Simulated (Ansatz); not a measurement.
I need a ladder of methods at one geometry of CH₇AlSiTe, SMILES C[Te][AlH][SiH3]. Use Ansatz's Python interface. Use (for the species named): MP2, def2-SVP basis, multiplicity 1. The script varies method: mp2, ccsd, ccsd_t.

```yaml
atoms:
  - { symbol: C, position_ang: [-0.9664, 2.0068, 0.8372] }
  - { symbol: Te, position_ang: [1.0296, 1.6124, 1.2779] }
  - { symbol: Al, position_ang: [0.5920, -0.9110, 0.7668] }
  - { symbol: Si, position_ang: [0.8404, -1.6925, -1.4409] }
  - { symbol: H, position_ang: [-1.1921, 3.1328, 0.9261] }
  - { symbol: H, position_ang: [-1.2357, 1.7695, -0.2217] }
  - { symbol: H, position_ang: [-1.6500, 1.4942, 1.5218] }
  - { symbol: H, position_ang: [0.2658, -1.8921, 1.9566] }
  - { symbol: H, position_ang: [-0.2035, -0.9664, -2.2294] }
  - { symbol: H, position_ang: [2.1254, -1.4677, -1.9300] }
  - { symbol: H, position_ang: [0.4599, -3.1429, -1.4437] }
```

Script `ch7alsite_methods.py`:
```python
import ansatz as az

SETTINGS = {
    "basis_set": "def2-SVP",
}

GEOMETRY = """
C    -0.96640    2.00680    0.83720
Te    1.02960    1.61240    1.27790
Al    0.59200   -0.91100    0.76680
Si    0.84040   -1.69250   -1.44090
H    -1.19210    3.13280    0.92610
H    -1.23570    1.76950   -0.22170
H    -1.65000    1.49420    1.52180
H     0.26580   -1.89210    1.95660
H    -0.20350   -0.96640   -2.22940
H     2.12540   -1.46770   -1.93000
H     0.45990   -3.14290   -1.44370
"""

geometry = az.Crystal.molecule()
for line in GEOMETRY.strip().splitlines():
    symbol, *xyz = line.split()
    geometry = geometry.atom(symbol, [float(v) for v in xyz])

model = geometry.calculation().basis(gaussian=SETTINGS["basis_set"])

methods = ["mp2", "ccsd", "ccsd_t"]
reports = [model.correlation(m).run().report for m in methods]
print(f"Hartree-Fock reference {reports[0]['reference_energy_ev'] / 27.211386246:.6f} Ha")
best = reports[-1]["free_energy_ev"] - reports[-1]["reference_energy_ev"]
for method, each in zip(methods, reports):
    gained = each["free_energy_ev"] - each["reference_energy_ev"]
    print(f"{method:8s} total {each['free_energy_ev'] / 27.211386246:.6f} Ha  correlation {gained:9.4f} eV  ({100 * gained / best:.1f} % of the last)")
```

Running `python ch7alsite_methods.py` prints:
```text
Hartree-Fock reference -839.580227 Ha
mp2      total -840.012188 Ha  correlation  -11.7542 eV  (85.0 % of the last)
ccsd     total -840.074216 Ha  correlation  -13.4421 eV  (97.2 % of the last)
ccsd_t   total -840.088400 Ha  correlation  -13.8281 eV  (100.0 % of the last)
```

Total energies depend on the basis set; only differences at equal settings carry meaning. The geometry is a force-field or estimated start, not a minimum of this method, and the basis set is short of its limit. A lower total doesn't mark the better method: functionals have no common bound, and MP2 and coupled cluster aren't variational. def2 sets replace the cores of elements past krypton by effective core potentials. Inner cores stay frozen; a filled d shell under the valence of the heavier atoms is correlated with it. Wall time of the script: 42 s on 1 thread of Arm Neoverse V2, with other jobs on the host, peak memory 0.59 GiB.
